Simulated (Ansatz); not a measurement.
# LiSeO radical: single points off equilibrium

How do the functionals fare away from a minimum? The structure is a structure displaced at random from a GFN2-xTB minimum.

Computed with Ansatz 0.2.0, Gaussian basis. Level: single points in def2-TZVPP.

Correlated methods freeze the cores. Filled d shells of the heavier atoms are correlated. The outer core shell of Li, Na, Mg and K is correlated. Orbitals are unrestricted.

### Step 1. The starting structure

SMILES `[Li][O][Se]`, 3 atoms, charge 0, spin multiplicity 2.

Atoms are counted from 1 here; the program's logs count them from 0.

Bond lengths: Li1–O2 1.474 Å, O2–Se3 1.751 Å. Angles: Li1–O2–Se3 164.2°.

Coordinates:

```xyz
3

Li    0.7031   -1.4299    0.2205
O    -0.0641   -0.1827    0.0557
Se   -0.5631    1.4484   -0.3397
```

### Step 2. CCSD(T)/def2-TZVPP

run/in.yaml reads:

```yaml
crystal:
  periodic: [false, false, false]
  atoms:
    - {symbol: Li, position_ang: [0.703100, -1.429900, 0.220500]}
    - {symbol: O, position_ang: [-0.064100, -0.182700, 0.055700]}
    - {symbol: Se, position_ang: [-0.563100, 1.448400, -0.339700]}
basis:
  gaussian: {orbitals: def2-TZVPP}
magnetization: {spin_polarized: true, initial_magnetization: 1}
correlation: {method: ccsd_t}
scf: {omitted_lower_state_checks: [cluster_reference]}
output: {forces: true}
```

The command line of these runs was not kept.

### Step 3. PBE0-D4/def2-TZVPP

Changes to run/in.yaml since step 2:

```diff
@@ -9,4 +9,3 @@
 magnetization: {spin_polarized: true, initial_magnetization: 1}
-correlation: {method: ccsd_t}
-scf: {omitted_lower_state_checks: [cluster_reference]}
-output: {forces: true}
+hamiltonian: {xc: pbe0, dispersion: d4}
+output: {forces: true, orbitals: {seedname: orbitals}}
```

### Step 4. wB97M-V/def2-TZVPP

Changes to run/in.yaml since step 3:

```diff
@@ -9,3 +9,3 @@
 magnetization: {spin_polarized: true, initial_magnetization: 1}
-hamiltonian: {xc: pbe0, dispersion: d4}
-output: {forces: true, orbitals: {seedname: orbitals}}
+hamiltonian: {xc: {name: wB97M-V}}
+output: {forces: true}
```

### Step 5. r2SCAN-D4/def2-TZVPP

Changes to run/in.yaml since step 4:

```diff
@@ -9,3 +9,3 @@
 magnetization: {spin_polarized: true, initial_magnetization: 1}
-hamiltonian: {xc: {name: wB97M-V}}
+hamiltonian: {xc: r2scan, dispersion: d4}
 output: {forces: true}
```

### Step 6. PBE-D4/def2-TZVPP

Changes to run/in.yaml since step 5:

```diff
@@ -9,3 +9,3 @@
 magnetization: {spin_polarized: true, initial_magnetization: 1}
-hamiltonian: {xc: r2scan, dispersion: d4}
+hamiltonian: {xc: pbe, dispersion: d4}
 output: {forces: true}
```

### Step 7. r2SCAN0-D4/def2-TZVPP

Changes to run/in.yaml since step 6:

```diff
@@ -9,3 +9,3 @@
 magnetization: {spin_polarized: true, initial_magnetization: 1}
-hamiltonian: {xc: pbe, dispersion: d4}
+hamiltonian: {xc: {name: r2SCAN0}, dispersion: d4}
 output: {forces: true}
```

### Step 8. SPW92/def2-TZVPP

Changes to run/in.yaml since step 7:

```diff
@@ -9,3 +9,3 @@
 magnetization: {spin_polarized: true, initial_magnetization: 1}
-hamiltonian: {xc: {name: r2SCAN0}, dispersion: d4}
+hamiltonian: {xc: lda}
 output: {forces: true}
```

(Steps that only read results are left out.)

Q: Predict the outcome of this session. Wanted: energy less free atoms, CCSD(T)/def2-TZVPP; RMS force component; RMS force error; HOMO and LUMO, PBE0-D4; T1 diagnostic.

As calculated:

| quantity | value |
| --- | --- |
| energy less free atoms, CCSD(T)/def2-TZVPP | -628.3 kJ/mol |
| RMS force component | 1.420 to 1.681 eV/Å over the methods |
| RMS force error | PBE0-D4 0.151, wB97M-V 0.123, r2SCAN-D4 0.008, PBE-D4 0.253, r2SCAN0-D4 0.280, SPW92 0.160 eV/Å |
| HOMO and LUMO, PBE0-D4 | -4.54 and -2.20 eV |
| T1 diagnostic | 0.018 |

In words: Against CCSD(T) the functionals' energies less atoms differ by -229.0 to -1.4 kJ/mol, PBE-D4 by -87.0 kJ/mol. CCSD(T) in triple zeta still lacks some correlation energy of the bonds, so part of these gaps is its own basis error and they don't rank the functionals. On forces the order runs from r2SCAN-D4 to r2SCAN0-D4. Frozen-core CCSD(T) forces in triple zeta carry basis errors of their own, and this is one geometry, so small gaps rank nothing.
